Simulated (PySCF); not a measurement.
# C4H10GaN: geometry, NMR shifts, spin-spin couplings and electronic excitations

Aim: predict the NMR shifts, spin-spin couplings and electronic excitations of C4H10GaN (`C=[C](C)[GaH][NH]C`).

The runs use PySCF 2.14.0, with density-fitted response routines of our own; the level of theory stands in each step. All values are computed, except where a source is named. Atoms count from 0, in the outputs and in this text.

## (1) The starting structure

16 atoms, charge 0, multiplicity 1; geometry from: GFN2-xTB.

Bonds of the start (Å): C0–C1 1.33, C1–C2 1.50, C1–Ga3 2.02, Ga3–N4 1.83, N4–C5 1.46, C0–H6 1.09, C0–H7 1.08, C2–H8 1.09, C2–H9 1.09, C2–H10 1.09, Ga3–H11 1.57, N4–H12 1.02, C5–H13 1.10, C5–H14 1.09, C5–H15 1.10.

## (2) Relaxing the molecule at PBE0-D3(BJ)/def2-SVP

The job: settings as JSON, then the geometry in Å.

```
{"job": {"xc": "PBE0", "basis": "def2-SVP", "d3": "d3bj", "grid": 1, "kind": "geom"}, "charge": 0, "multiplicity": 1}
C     -2.402679    -1.261527     0.476364
C     -1.405397    -0.400577     0.312006
C     -1.602803     1.059709     0.040682
Ga     0.433364    -1.221685     0.454346
N      2.058676    -0.407383     0.259279
C      2.441187     0.967029    -0.050570
H     -2.195846    -2.310228     0.670538
H     -3.447222    -0.980102     0.429459
H     -2.659809     1.320554    -0.020973
H     -1.115188     1.330279    -0.898884
H     -1.138479     1.649345     0.835034
H      0.539333    -2.758816     0.760934
H      2.888694    -0.981348     0.387279
H      3.038985     1.410377     0.754059
H      1.538696     1.567458    -0.174363
H      3.020889     1.025859    -0.979117
```

**Question.** This job is followed by: GIAO PBE0/pcSseg-1 NMR shielding, non-relativistic, gas phase; B3LYP/pcJ-1 Ga:pcSseg-1 indirect spin-spin coupling, non-relativistic, gas phase; TDDFT wB97X-D/def2-SVPD, vertical, gas phase, core orbitals frozen in the response; GIAO B3LYP/pcSseg-1 NMR shielding, non-relativistic, gas phase. What will the session give for the following? point group; rotational constants (main isotopes); ¹³C shifts against TMS (PBE0/pcSseg-1); ¹H shifts against TMS (PBE0/pcSseg-1, means over atoms taken as alike); ⁷¹Ga shifts against GaH4- (PBE0/pcSseg-1); ¹⁵N shifts against NH3 (PBE0/pcSseg-1); largest coupling of the table (B3LYP/pcSseg-1+pcJ-1); lowest singlet (wB97X-D/def2-SVPD); lowest triplet; vertical ionisation energy (ΔSCF); range of the shift of N4.

The runs gave:

| quantity | value |
| --- | --- |
| point group | Cs |
| rotational constants (main isotopes) | 3.61, 1.69, 1.17 GHz |
| ¹³C shifts against TMS (PBE0/pcSseg-1) | 161.1, 142.2, 36.7, 30.5 ppm |
| ¹H shifts against TMS (PBE0/pcSseg-1, means over atoms taken as alike) | 6.28, 5.82, 4.73, 3.19, 2.25, 2.25 ppm |
| ⁷¹Ga shifts against GaH4- (PBE0/pcSseg-1) | 384 ppm |
| ¹⁵N shifts against NH3 (PBE0/pcSseg-1) | 86.5 ppm |
| largest coupling of the table (B3LYP/pcSseg-1+pcJ-1) | ¹J(C,H) C0–H6, 170.1 Hz |
| lowest singlet (wB97X-D/def2-SVPD) | 5.49 eV (226 nm), f = 0.212 |
| lowest triplet | 4.13 eV |
| vertical ionisation energy (ΔSCF) | 8.61 eV |
| range of the shift of N4 | 86.5 to 96.6 ppm |

What this shows: Over 6 steps the energy fell by 0.098 eV; of the close pairs, C1–Ga3 changed most, 2.019 to 1.960 Å. The most deshielded carbon is C1 (fully substituted alkene carbon), at 161.1 ppm: an sp2 carbon of a C=C bond. At PBE0/pcSseg-1: Shielding is most anisotropic at C1 (span 261 ppm, paramagnetic term -239 ppm). In the run at B3LYP/pcSseg-1+pcJ-1, the largest coupling of the table is C0–H6, 170.1 Hz, of which the Fermi-contact term gives 169.0 Hz. Couplings across rotatable bonds belong to this one conformer; where others are populated, the observed values are averages. The lowest singlet, at 5.49 eV, is HOMO→LUMO 0.95 and is bright. The lowest triplet lies 1.36 eV below the lowest singlet (triplets in Tamm-Dancoff, singlets in full TDDFT). ΔSCF puts the ionisation energy at 8.61 eV, 0.13 eV above −ε(HOMO). Across the 2 runs the shift of N4 moves most, between 86.5 (PBE0/pcSseg-1) and 96.6 ppm (B3LYP/pcSseg-1). Spin-orbit coupling is left out, which matters for shieldings and couplings at and beside the heavy atoms.
